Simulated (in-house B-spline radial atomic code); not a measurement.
# Sb⁴⁺: excited configurations

Wanted: excitation energies of Sb⁴⁺ as differences of total energies (ΔSCF).

Program: in-house B-spline radial atomic code version 1. Level of theory: scalar-relativistic (spin-free one-electron X2C) B3LYP, spin-polarised, spherical density, exact exchange averaged over the configuration, Fermi nucleus, basis-set limit. These are calculated values, not measurements, unless marked.

## Step 1: The system

| Property | Result |
| --- | --- |
| element | antimony (Z = 51) |
| charge | +4 |
| electrons | 47 |
| configuration | [Kr] 4d10 5s1 |
| Hamiltonian | scalar-relativistic (X2C) |
| nucleus | Fermi, rms radius 4.680 fm |

Outer shells as boxes (Hund's rule):

[Kr] 4d10 5s1
```
[Kr] core
4d [↑↓][↑↓][↑↓][↑↓][↑↓]
5s [↑ ]
```

Where spins are not typed, each open shell is filled with up spins first.

Input settings:

```ini
Z = 51
electrons = 47.0
configuration = [Kr] 4d10 5s1
hamiltonian = x2c
method = b3lyp
spin_polarised = True
nucleus = fermi
rms_radius = 4.6802
mass_number = 121
atomic_mass = 120.903811353
speed_of_light = 137.035999084
exact_exchange = averaged over the configuration
```

The reference is known from an earlier run: -6477.421615 hartree in all. Up to eight levels, counted from the top:

```csv
orbital,occupation,energy (eV),<r> (bohr)
3d down,5,-567.31,0.3052
4s up,1,-197.24,0.7905
4s down,1,-197.01,0.7907
4p up,3,-149.11,0.8511
4p down,3,-148.94,0.8501
4d up,5,-78.351,1.014
4d down,5,-78.075,1.009
5s up,1,-51.412,1.956
```

## Step 2: Configuration [Kr] 4d9 5s1 6d1

Input settings:

```ini
Z = 51
electrons = 47.0
configuration = [Kr] 4d9 5s1 6d1
hamiltonian = x2c
method = b3lyp
spin_polarised = True
nucleus = fermi
rms_radius = 4.6802
mass_number = 121
atomic_mass = 120.903811353
speed_of_light = 137.035999084
exact_exchange = averaged over the configuration
```

On the command line:

```sh
$ python run_scf.py task.json out
```

One command runs all members of the session, one after another, from task.json.

## Step 3: Configuration [Ar] 3d9 4s2 4p6 4d10 5s2

Settings: those of step 2 with these lines changed.

```diff
@@ -2,3 +2,3 @@
 electrons = 47.0
-configuration = [Kr] 4d9 5s1 6d1
+configuration = [Ar] 3d9 4s2 4p6 4d10 5s2
 hamiltonian = x2c
```

## Step 4: Run with [Ar] 3d10 4s2 4p5 4d10 4f1 5s1

Settings: those of step 3 with these lines changed.

```diff
@@ -2,3 +2,3 @@
 electrons = 47.0
-configuration = [Ar] 3d9 4s2 4p6 4d10 5s2
+configuration = [Ar] 3d10 4s2 4p5 4d10 4f1 5s1
 hamiltonian = x2c
```

## Step 5: Run with [Ar] 3d10 4s2 4p5 4d10 5s1 6s1

Settings: those of step 4 with these lines changed.

```diff
@@ -2,3 +2,3 @@
 electrons = 47.0
-configuration = [Ar] 3d10 4s2 4p5 4d10 4f1 5s1
+configuration = [Ar] 3d10 4s2 4p5 4d10 5s1 6s1
 hamiltonian = x2c
```

## Step 6: Configuration [Ar] 3d10 4s2 4p5 4d10 5s1 6d1

Settings: those of step 5 with these lines changed.

```diff
@@ -2,3 +2,3 @@
 electrons = 47.0
-configuration = [Ar] 3d10 4s2 4p5 4d10 5s1 6s1
+configuration = [Ar] 3d10 4s2 4p5 4d10 5s1 6d1
 hamiltonian = x2c
```

## Step 7: Configuration [Kr] 4d10 4f1

Settings: those of step 6 with these lines changed.

```diff
@@ -2,3 +2,3 @@
 electrons = 47.0
-configuration = [Ar] 3d10 4s2 4p5 4d10 5s1 6d1
+configuration = [Kr] 4d10 4f1
 hamiltonian = x2c
```

Before running: How far above the reference does each configuration lie (order and size, in eV)?

As calculated:

| net move | configuration | 2|M_S|+1 | energy above the reference (eV) | largest <r> (bohr) |
| --- | --- | --- | --- | --- |
| 5s → 4f | [Kr] 4d10 4f1 | 2 | 30.711 | 2.58 |
| 4d → 6d | [Kr] 4d9 5s1 6d1 | 4 | 66.725 | 5.13 |
| 4p → 6s | [Ar] 3d10 4s2 4p5 4d10 5s1 6s1 | 4 | 128.27 | 3.70 |
| 4p → 4f | [Ar] 3d10 4s2 4p5 4d10 4f1 5s1 | 4 | 129.25 | 2.20 |
| 4p → 6d | [Ar] 3d10 4s2 4p5 4d10 5s1 6d1 | 4 | 138.23 | 5.12 |
| 3d → 5s | [Ar] 3d9 4s2 4p6 4d10 5s2 | 2 | 525.43 | 1.90 |

**Reading.** At the bottom stands 5s → 4f (30.711 eV), at the top 3d → 5s (525.43 eV). 4 of them lie more than 60 % above minus the reference's highest level (51.412 eV), in the range where a state can decay by emitting an electron. The reference has 2|M_S|+1 = 2; 4 of the configurations differ from it in spin. These are spherical averages at the typed spins, not spectroscopic levels.
